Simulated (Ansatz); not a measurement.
Predict the output of the script below (Ansatz 0.2.0 through its Python package).

Script `srcusi_kconv.py`:
```python
# -*- coding: utf-8 -*-
"""Convergence of SrCuSi with the k-point mesh."""

import ansatz as az


def main():
    system = (
        az.Lattice.from_parameters(4.089614, 4.089614, 4.667862, alpha=90, beta=90, gamma=120)
        .space_group(187)
        .atom("Sr", (0.0, 0.0, 0.0))
        .atom("Si", (2 / 3, 1 / 3, 0.5))
        .atom("Cu", (1 / 3, 2 / 3, 0.5))
    )

    setup = system.calculation().functional("pbesol").occupations("methfessel_paxton").basis(470)

    rows = []
    for value in [0.8, 0.6, 0.5, 0.4, 0.33]:
        summary = setup.kpoints(spacing=value).run().report
        rows.append((value, summary["free_energy_ev"] / len(summary["lattice"]["sites"]), summary["n_iterations"], summary["n_kpoints"]))

    print("spacing (1/A)   F/atom (eV)    iterations      k-points")
    for row in rows:
        print(f"{str(row[0]):>12s}  {row[1]:12.5f}  {row[2]:12d}  {row[3]:12d}")

    # differences from the last row
    for row in rows[:-1]:
        shift = 1000 * (row[1] - rows[-1][1])
        print(f"{row[0]}: {shift:+.2f} meV/atom" + ("  (within 1 meV)" if abs(shift) < 1 else ""))


if __name__ == "__main__":
    main()
```

Running `python srcusi_kconv.py` prints:
```text
spacing (1/A)   F/atom (eV)    iterations      k-points
         0.8   -3567.80489             8             6
         0.6   -3567.83782             7             6
         0.5   -3567.85578             7             8
         0.4   -3567.84687             7            15
        0.33   -3567.82790             8            21
0.8: +23.01 meV/atom
0.6: -9.93 meV/atom
0.5: -27.88 meV/atom
0.4: -18.98 meV/atom
```

Reading the output:
- The structure comes from a database of computed cells and needn't be a stable or known phase.
- Shifts are counted from the finest mesh, which is itself no proven limit.
- The whole script took 12 s on 1 thread of Arm Neoverse V1, with other jobs on the host, peak memory 0.41 GiB.
